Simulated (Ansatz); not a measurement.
# AlFH4N2: the cost of one run

Program: Ansatz 0.2.0. Level of theory: RKS PBE0/def2-SVP. These are calculated values, not measurements.

### Step 1. The system as given

Bond lengths: Al1–F2 1.690 Å, Al1–N3 1.920 Å, N3–H4 1.060 Å, N3–H5 1.060 Å, Al1–N6 1.920 Å, N6–H7 1.060 Å, N6–H8 1.060 Å. Angles: F2–Al1–N3 120.0°, F2–Al1–N6 120.0°, N3–Al1–N6 120.0°, Al1–N3–H4 120.0°, Al1–N3–H5 120.0°, H4–N3–H5 120.0°, Al1–N6–H7 120.0°, Al1–N6–H8 120.0°, H7–N6–H8 120.0°.

As a file:

```xyz
8

Al    0.0000    0.0000    0.0000
F     0.0000    0.0000    1.6900
N     1.6627    0.0000   -0.9600
H     2.1293   -0.9179   -1.2118
H     2.1141    0.9179   -1.2382
N    -1.6627    0.0000   -0.9600
H    -2.3316   -0.8164   -0.8614
H    -1.9118    0.8164   -1.5886
```

### Step 2. Relaxing the start

The input, input.yaml:

```yaml
crystal:
  periodic: [false, false, false]
  atoms:
    - { symbol: Al, position_ang: [0.0, 0.0, 0.0] }
    - { symbol: F, position_ang: [0.0, 0.0, 1.69] }
    - { symbol: "N", position_ang: [1.6627, 0.0, -0.96] }
    - { symbol: H, position_ang: [2.1293, -0.9179, -1.2118] }
    - { symbol: H, position_ang: [2.1141, 0.9179, -1.2382] }
    - { symbol: "N", position_ang: [-1.6627, 0.0, -0.96] }
    - { symbol: H, position_ang: [-2.3316, -0.8164, -0.8614] }
    - { symbol: H, position_ang: [-1.9118, 0.8164, -1.5886] }
basis:
  gaussian: { orbitals: def2-SVP }
hamiltonian:
  xc: pbe0
relax:
  f_tol: 0.02
  max_steps: 40
```

Run with:

```bash
$ ansatz run input.yaml --threads 1 --pin off --max-ram 2048MiB --backend cpu --events-out ev --progress --plain --runs-dir out
```

What time and memory should one allow on 1 thread of Arm Neoverse V2, shared host?

About 42 s, with a peak of 0.15 GiB.
